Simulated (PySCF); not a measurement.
# H4O4Pr (Pr(OH)4-): the cost of one run

The runs use PySCF 2.14.0; PBE0, Pr lcecp-1-SVP with ECP48, O def2-SVP, H def2-SVP; scalar-relativistic core potentials, no spin–orbit coupling.

1 further run of the same task is left out (for a known fault of the program).

### Step 1. The system as given

9 atoms, charge -1, spin multiplicity 1.

Bond lengths: Pr1–O2 2.231 Å, Pr1–O4 2.231 Å, Pr1–O6 2.231 Å, Pr1–O8 2.231 Å, O2–H3 0.966 Å, O4–H5 0.966 Å, O6–H7 0.966 Å, O8–H9 0.966 Å. Angles: O2–Pr1–O4 109.5°, O2–Pr1–O6 109.5°, O2–Pr1–O8 109.5°, O4–Pr1–O6 109.5°, O4–Pr1–O8 109.5°, O6–Pr1–O8 109.5°, Pr1–O2–H3 158.7°, Pr1–O4–H5 158.7°, Pr1–O6–H7 158.7°, Pr1–O8–H9 158.7°.

Coordinates:

```xyz
9
charge -1, multiplicity 1
Pr    0.0000    0.0000    0.0000
O     1.2880    1.2880    1.2880
H     2.0551    1.5601    1.8076
O    -1.2880   -1.2880    1.2880
H    -2.0551   -1.5601    1.8076
O     1.2880   -1.2880   -1.2880
H     1.5601   -2.0551   -1.8076
O    -1.2880    1.2880   -1.2880
H    -1.5601    2.0551   -1.8076
```

Formal oxidation states: Pr +3. Each metal's 2 4f electrons lie in its core potential, so multiplicities, spins and levels count the valence alone.

### Step 2. SCF at the start, singlet

Contents of run.py (the lines that set the calculation):

```python
mol = gto.M(atom='''
Pr     0.00000     0.00000     0.00000
O      1.28800     1.28800     1.28800
H      2.05510     1.56010     1.80760
O     -1.28800    -1.28800     1.28800
H     -2.05510    -1.56010     1.80760
O      1.28800    -1.28800    -1.28800
H      1.56010    -2.05510    -1.80760
O     -1.28800     1.28800    -1.28800
H     -1.56010     2.05510    -1.80760''',
    basis={'Pr': 'lcecp-1-SVP', 'O': 'def2-SVP', 'H': 'def2-SVP'},
    ecp={'Pr': 'lcecp-1-SVP'},
    charge=-1, spin=0)
mf = dft.RKS(mol, xc='PBE0')
mf.grids.atom_grid = (50, 194)  # f atoms: unpruned, at least (60, 302)
mf = mf.density_fit()  # fitting sets: Pr AutoAux, O def2-universal-JKFIT, H def2-universal-JKFIT
mf.conv_tol = 1e-08; mf.max_cycle = 55
mf.kernel(dm0)  # dm0: free metal ions and neutral atoms
```

Launch:

```bash
OMP_NUM_THREADS=2 python run.py
```

What time and memory should one allow on 2 threads of Arm Neoverse V1, shared host?

About 3.1 s, with a peak of 0.65 GiB.
